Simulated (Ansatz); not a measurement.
# F (fcc type): how the settings move a single-point run

How sensitive is a single-point run of F (fcc type) to its settings? A reference run comes first, then one run with altered input.

Computed with Ansatz 0.2.0 (reference: DFT, PBEsol, all-electron LAPW, scalar-relativistic, unless a step's input says otherwise).

### Step 1. Starting point

It takes space group Fm-3m (No. 225, cubic). The conventional cell has a = 3.330 Å, b = 3.330 Å, c = 3.330 Å, α = 90.00°, β = 90.00°, γ = 90.00°. F (site symmetry m-3m) is surrounded by 12 F at 2.35 Å.

Coordinates:

```cif
data_structure
_symmetry_space_group_name_H-M 'P 1'
_symmetry_Int_Tables_number 1
_cell_length_a 2.3544
_cell_length_b 2.3544
_cell_length_c 2.3544
_cell_angle_alpha 60.000
_cell_angle_beta 60.000
_cell_angle_gamma 60.000
_cell_volume 9.23
loop_
_atom_site_label
_atom_site_type_symbol
_atom_site_fract_x
_atom_site_fract_y
_atom_site_fract_z
_atom_site_occupancy
F1 F 0.00000 0.00000 0.00000 1
```

### Step 2. The reference run

Contents of input.yaml:

```yaml
crystal:
  lattice:
    - [0.0, 1.6648066513, 1.6648066513]
    - [1.6648066513, 0.0, 1.6648066513]
    - [1.6648066513, 1.6648066513, 0.0]
  atoms:
    - { symbol: F, position: [0.0, 0.0, 0.0] }
kpoints:
  mp_grid: { grid: [19, 19, 19] }
  band_path:
    path:
      - [0.0, 0.0, 0.0]
      - [0.5, 0.0, 0.5]
      - [0.625, 0.25, 0.625]
      - [0.375, 0.375, 0.75]
      - [0.0, 0.0, 0.0]
      - [0.5, 0.5, 0.5]
      - [0.5, 0.25, 0.75]
      - [0.5, 0.0, 0.5]
    npoints: 14
scf:
  occupations: { method: fermi_dirac, width: 0.08 }
hamiltonian:
  xc: pbesol
  pseudopotentials: { kind: all_electron, lapw: { basis_error: 0.001 } }
output:
  forces: true
  stress: true
  eigenvalues: true
  populations: true
  dos: { projected: true, de: 0.2, e_range: [-14, 8] }
```

Command:

```
> ansatz run input.yaml --threads 1 --pin off --max-ram 2048MiB --backend cpu --events-out ev --progress --plain --runs-dir out
```

### Step 3. Changed: mp_grid.grid [15, 15, 15], occupations.width 0.05, n_extra_bands 16

input.yaml, as its differences from that of step 2:

```diff
@@ -8,3 +8,3 @@
 kpoints:
-  mp_grid: { grid: [19, 19, 19] }
+  mp_grid: { grid: [15, 15, 15] }
   band_path:
@@ -21,3 +21,4 @@
 scf:
-  occupations: { method: fermi_dirac, width: 0.08 }
+  occupations: { method: fermi_dirac, width: 0.05 }
+  n_extra_bands: 16
 hamiltonian:
@@ -30,2 +31 @@
   populations: true
-  dos: { projected: true, de: 0.2, e_range: [-14, 8] }
```

**Question.** What will these runs give? Wanted: for each run, ending; energy change; pressure; gap; force.

The runs gave:

| run | ending | energy change | pressure (GPa) | gap (eV) | force (eV/Å) | cycles | time |
| --- | --- | --- | --- | --- | --- | --- | --- |
| reference | converged | 0 | -0.1 | 0.00 | 0.00 | 4 | 6.7 s |
| 1: mp_grid.grid [15, 15, 15], occupations.width 0.05, n_extra_bands 16 | converged | +1.1 meV/atom (σ→0) | -0.4 | 0.00 | 0.00 | 4 | 9.4 s |

Times don't compare one to one where runs were asked for different outputs or read a saved state (see the inputs); cycles may leave out searches for a lower state.

Residual by cycle in the longest SCF loop of each run; runs are numbered as in the table. The quantity is the density residual dr2, in eV.

| cycle | reference | run 1 |
| --- | --- | --- |
| 1 | 4.2e-5 | 4.4e-5 |
| 2 | 6.9e-6 | 7.0e-6 |
| 3 | 2.0e-6 | 2.0e-6 |
| 4 | 1.6e-9 | 1.6e-9 |

What this shows: Changing the k-point mesh, smearing and band count moves the energy by +1.1 meV/atom (σ→0 values), and the pressure goes from -0.1 to -0.4 GPa. More than one kind of setting changed, and this run alone doesn't tell their shares apart.
